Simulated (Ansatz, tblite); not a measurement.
**Al6N7 zinc blende off sphere (Al₆N₇H₂₀+): a ladder of methods and basis sets**

How do method and basis change the picture of Al6N7 zinc blende off sphere (Al₆N₇H₂₀+) (singlet)?

Program: Ansatz 0.2.0, Gaussian basis. Level of theory: as each input shows. These are calculated values, not measurements.

The runs, in order: GFN1-xTB, GFN2-xTB, PBE-D4/def2-TZVP, r2SCAN-D4/def2-TZVP, PBE-QIDH/def2-TZVP, r2SCANh-D4/def2-TZVP, HSE06-D4/def2-TZVP, PBE-D4/def2-SVP, PBE0-D4/def2-SVP, HF/6-31G, B3LYP-D4/6-31G, CCSD(T)/def2-SVP, MP2/def2-TZVP, RPA/def2-TZVP.

### 1 The structure

The singlet was relaxed beforehand with PBE-D4/def2-SVP.

33 atoms, charge 1, spin multiplicity 1.

Bond lengths: N1–Al9 2.008 Å, N1–Al10 1.940 Å, N1–H14 1.035 Å, N1–H15 1.035 Å, N2–Al8 1.971 Å, N2–Al11 1.971 Å, N2–H16 1.035 Å, N2–H17 1.036 Å, N3–Al9 1.954 Å, N3–Al12 1.954 Å, N3–H18 1.034 Å, N3–H19 1.038 Å, N4–Al8 1.982 Å, N4–Al9 1.911 Å, N4–Al13 1.904 Å, N4–H20 1.035 Å, N5–Al10 1.946 Å, N5–Al13 1.989 Å and more. Angles: Al9–N1–Al10 120.4°, Al9–N1–H14 108.0°, Al9–N1–H15 105.9°, Al10–N1–H14 109.9°, Al10–N1–H15 109.3°, H14–N1–H15 101.7°, Al8–N2–Al11 118.8°, Al8–N2–H16 110.8°, Al8–N2–H17 105.8°, Al11–N2–H16 110.8°, Al11–N2–H17 105.8°, H16–N2–H17 103.2°, Al9–N3–Al12 120.4°, Al9–N3–H18 110.2°, Al9–N3–H19 105.5°, Al12–N3–H18 110.2°, Al12–N3–H19 105.4°, H18–N3–H19 103.6° and more.

The ion is computed in the gas phase, without counter-ions or solvent.

PBE0-D4/def2-TZVP was run before; its log isn't repeated, and its numbers join the tables.

### 2 GFN1-xTB

Tight binding, by tblite at 300 K electronic temperature and without a spin-polarisation term:

```python
tblite.interface.Calculator('GFN1-xTB', numbers, positions, charge=1, uhf=0).singlepoint()
```

Energy -1112.5865 eV, HOMO -13.64 eV, LUMO -8.58 eV; 0.062 s.

### 3 GFN2-xTB

Tight binding, by tblite at 300 K electronic temperature and without a spin-polarisation term:

```python
tblite.interface.Calculator('GFN2-xTB', numbers, positions, charge=1, uhf=0).singlepoint()
```

Energy -1011.7841 eV, HOMO -13.32 eV, LUMO -8.10 eV; 0.051 s.

### 4 PBE-D4/def2-TZVP

start.molden holds the orbitals of an earlier run on this state, given as this run's starting guess.

in.yaml reads:

```yaml
crystal:
  periodic: [false, false, false]
  atoms:
    - {symbol: N, position_ang: [0.558873, -2.709101, 0.479550]}
    - {symbol: N, position_ang: [-2.254956, 2.253704, -0.946643]}
    - {symbol: N, position_ang: [0.699603, -0.696688, -1.755551]}
    - {symbol: N, position_ang: [-1.610673, -0.539000, 0.312560]}
    - {symbol: N, position_ang: [0.486551, -0.488562, 2.578284]}
    - {symbol: N, position_ang: [0.536651, 1.610903, 0.315835]}
    - {symbol: N, position_ang: [2.708996, -0.556912, 0.481205]}
    - {symbol: Al, position_ang: [-2.747879, 0.347851, -1.046863]}
    - {symbol: Al, position_ang: [-0.646406, -1.750295, -0.808247]}
    - {symbol: Al, position_ang: [1.707979, -1.707854, 1.680197]}
    - {symbol: Al, position_ang: [-0.349615, 2.749040, -1.042942]}
    - {symbol: Al, position_ang: [1.750045, 0.649737, -0.805386]}
    - {symbol: Al, position_ang: [-0.670347, 0.667462, 1.445501]}
    - {symbol: H, position_ang: [1.121043, -3.392913, -0.057194]}
    - {symbol: H, position_ang: [-0.055195, -3.331937, 1.033411]}
    - {symbol: H, position_ang: [-2.714036, 2.710920, -0.139766]}
    - {symbol: H, position_ang: [-2.705858, 2.705426, -1.762549]}
    - {symbol: H, position_ang: [1.322859, -1.318016, -2.297750]}
    - {symbol: H, position_ang: [0.178873, -0.175461, -2.486837]}
    - {symbol: H, position_ang: [-2.287109, -1.061319, 0.896654]}
    - {symbol: H, position_ang: [-0.122022, -1.018935, 3.226163]}
    - {symbol: H, position_ang: [1.015977, 0.120781, 3.226214]}
    - {symbol: H, position_ang: [1.057496, 2.287057, 0.901578]}
    - {symbol: H, position_ang: [3.392706, -1.118302, -0.056478]}
    - {symbol: H, position_ang: [3.331922, 0.056524, 1.035637]}
    - {symbol: H, position_ang: [-2.010390, -0.220598, -2.379878]}
    - {symbol: H, position_ang: [-4.294409, 0.121256, -0.746480]}
    - {symbol: H, position_ang: [-1.400562, -2.891432, -1.609464]}
    - {symbol: H, position_ang: [2.592215, -2.591966, 2.657917]}
    - {symbol: H, position_ang: [0.221525, 2.013512, -2.375746]}
    - {symbol: H, position_ang: [-0.125626, 4.295489, -0.739634]}
    - {symbol: H, position_ang: [2.891280, 1.405716, -1.604482]}
    - {symbol: H, position_ang: [-1.579519, 1.573891, 2.391192]}
basis:
  gaussian: {orbitals: def2-TZVP, fitting: {mean_field: def2-universal-jkfit}, initial_orbitals: start.molden}
total_charge: 1
hamiltonian: {xc: pbe, dispersion: d4}
scf: {omitted_lower_state_checks: [starts]}
output: {orbitals: {seedname: orbitals}}
```

The run is started by

```
> ansatz run in.yaml --threads 2 --pin off --events-out ev --progress --plain --max-ram 22528MiB --backend cuda --devices 0, --max-vram 18GiB
```

Further steps of the session: r2SCAN-D4/def2-TZVP; PBE-QIDH/def2-TZVP; r2SCANh-D4/def2-TZVP; HSE06-D4/def2-TZVP; PBE-D4/def2-SVP; PBE0-D4/def2-SVP; HF/6-31G; B3LYP-D4/6-31G; CCSD(T)/def2-SVP; MP2/def2-TZVP; RPA/def2-TZVP.

Q: Predict the results of all the runs planned. Wanted: gap in def2-TZVP, named functionals, smallest and largest; correlation energy, CCSD(T)/def2-SVP; correlation energy, MP2/def2-TZVP; PBE0 total energy, smallest basis above largest.

As calculated:

| quantity | value |
| --- | --- |
| gap in def2-TZVP, named functionals, smallest and largest | 4.85 eV (PBE-D4), 6.91 eV (PBE0-D4) |
| correlation energy, CCSD(T)/def2-SVP | -49.32 eV |
| correlation energy, MP2/def2-TZVP | -53.60 eV |
| PBE0 total energy, smallest basis above largest | 25.67 eV (def2-SVP, def2-TZVP) |

Over the named functionals in def2-TZVP the gap runs from 4.85 eV (PBE-D4) to 6.91 eV (PBE0-D4); exact exchange widens it.
